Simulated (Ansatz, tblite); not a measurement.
# [Cu(NH3)2]+ (CuN₂H₆+): a ladder of methods and basis sets

The task here is to estimate one member of a computed series from the others.

Computed with Ansatz 0.2.0, Gaussian basis. Level: as each input shows.

Levels to be run: GFN1-xTB, GFN2-xTB, PBE-D4/def2-TZVP, r2SCAN-D4/def2-TZVP, B3LYP-D4/def2-TZVP, LC-ωPBE/def2-TZVP, revPBE-D4/def2-TZVP, r2SCANh-D4/def2-TZVP, B2PLYP/def2-TZVP, B97M-V/def2-TZVP, r2SCAN0-D4/def2-TZVP, PBE-D4/def2-SVP, PBE0-D4/def2-SVP, HF/6-31G, B3LYP-D4/6-31G, CCSD(T)/def2-TZVPP, MP2/def2-TZVP, RPA/def2-TZVP.

## The geometry

The singlet was relaxed beforehand with PBE0-D4/def2-TZVP.

9 atoms, charge 1, spin multiplicity 1.

Bond lengths: Cu1–N2 1.924 Å, Cu1–N6 1.924 Å, N2–H3 1.017 Å, N2–H4 1.017 Å, N2–H5 1.017 Å, N6–H7 1.017 Å, N6–H8 1.017 Å, N6–H9 1.017 Å. Angles: N2–Cu1–N6 180.0°, Cu1–N2–H3 112.2°, Cu1–N2–H4 112.2°, Cu1–N2–H5 112.2°, H3–N2–H4 106.6°, H3–N2–H5 106.6°, H4–N2–H5 106.6°, Cu1–N6–H7 112.2°, Cu1–N6–H8 112.2°, Cu1–N6–H9 112.2°, H7–N6–H8 106.6°, H7–N6–H9 106.6°, H8–N6–H9 106.6°.

Formally the metal is d10. No spin-orbit coupling is included. The ion is computed in the gas phase, without counter-ions or solvent.

PBE0-D4/def2-TZVP was run before; its log isn't repeated, and its numbers join the tables.

The first run:

Tight binding, by tblite at 300 K electronic temperature and without a spin-polarisation term:

```python
tblite.interface.Calculator('GFN1-xTB', numbers, positions, charge=1, uhf=0).singlepoint()
```

Tight binding, by tblite at 300 K electronic temperature and without a spin-polarisation term:

```python
tblite.interface.Calculator('GFN2-xTB', numbers, positions, charge=1, uhf=0).singlepoint()
```

start.molden holds the orbitals of an earlier run on this state, given as this run's starting guess.

in.yaml reads:

```yaml
crystal:
  periodic: [false, false, false]
  atoms:
    - {symbol: Cu, position_ang: [0.000008, -0.000004, -0.000001]}
    - {symbol: N, position_ang: [-0.003651, -0.014214, 1.923649]}
    - {symbol: H, position_ang: [-0.420314, 0.827993, 2.313844]}
    - {symbol: H, position_ang: [0.935428, -0.079390, 2.309727]}
    - {symbol: H, position_ang: [-0.528264, -0.799764, 2.301622]}
    - {symbol: N, position_ang: [0.003651, 0.014211, -1.923646]}
    - {symbol: H, position_ang: [-0.937497, 0.018215, -2.310164]}
    - {symbol: H, position_ang: [0.474319, -0.799195, -2.313537]}
    - {symbol: H, position_ang: [0.476309, 0.832137, -2.301483]}
basis:
  gaussian: {orbitals: def2-TZVP, initial_orbitals: start.molden}
total_charge: 1
hamiltonian: {xc: pbe, dispersion: d4}
scf: {omitted_lower_state_checks: [starts]}
output: {orbitals: {seedname: orbitals}}
```

On the command line:

```
ansatz run in.yaml --threads 2 --pin off --events-out ev --progress --plain --max-ram 4352MiB
```

Among the steps run: PBE-D4/def2-TZVP; r2SCAN-D4/def2-TZVP; B3LYP-D4/def2-TZVP; LC-ωPBE/def2-TZVP; revPBE-D4/def2-TZVP; r2SCANh-D4/def2-TZVP; B2PLYP/def2-TZVP; B97M-V/def2-TZVP; r2SCAN0-D4/def2-TZVP; PBE-D4/def2-SVP; PBE0-D4/def2-SVP; HF/6-31G; B3LYP-D4/6-31G; CCSD(T)/def2-TZVPP; MP2/def2-TZVP; RPA/def2-TZVP.

One table of the session follows, with a row left open; its other results are not shown here.

It belongs to the step «Levels side by side». 

```
               level  HOMO (eV)  LUMO (eV)  gap (eV)
            HF/6-31G          ?          ?         ?
     PBE-D4/def2-SVP      -9.99      -5.48      4.50
    PBE-D4/def2-TZVP     -10.35      -5.74      4.61
 revPBE-D4/def2-TZVP     -10.25      -5.69      4.56
 r2SCAN-D4/def2-TZVP     -10.35      -5.26      5.10
    B97M-V/def2-TZVP     -10.43      -5.64      4.79
r2SCANh-D4/def2-TZVP     -10.95      -4.93      6.02
      B3LYP-D4/6-31G     -10.25      -4.56      5.68
  B3LYP-D4/def2-TZVP     -11.65      -5.18      6.47
    PBE0-D4/def2-SVP     -11.51      -4.61      6.90
   PBE0-D4/def2-TZVP     -11.81      -4.81      7.00
r2SCAN0-D4/def2-TZVP     -11.88      -4.49      7.38
   LC-ωPBE/def2-TZVP     -14.64      -2.80     11.84
```

Q: Estimate the row for HF/6-31G from the others.

As computed: HOMO (eV): -14.14; LUMO (eV): -1.44; gap (eV): 12.70. In the column «HOMO (eV)» it lies between LC-ωPBE/def2-TZVP (-14.64) and r2SCAN0-D4/def2-TZVP (-11.88).
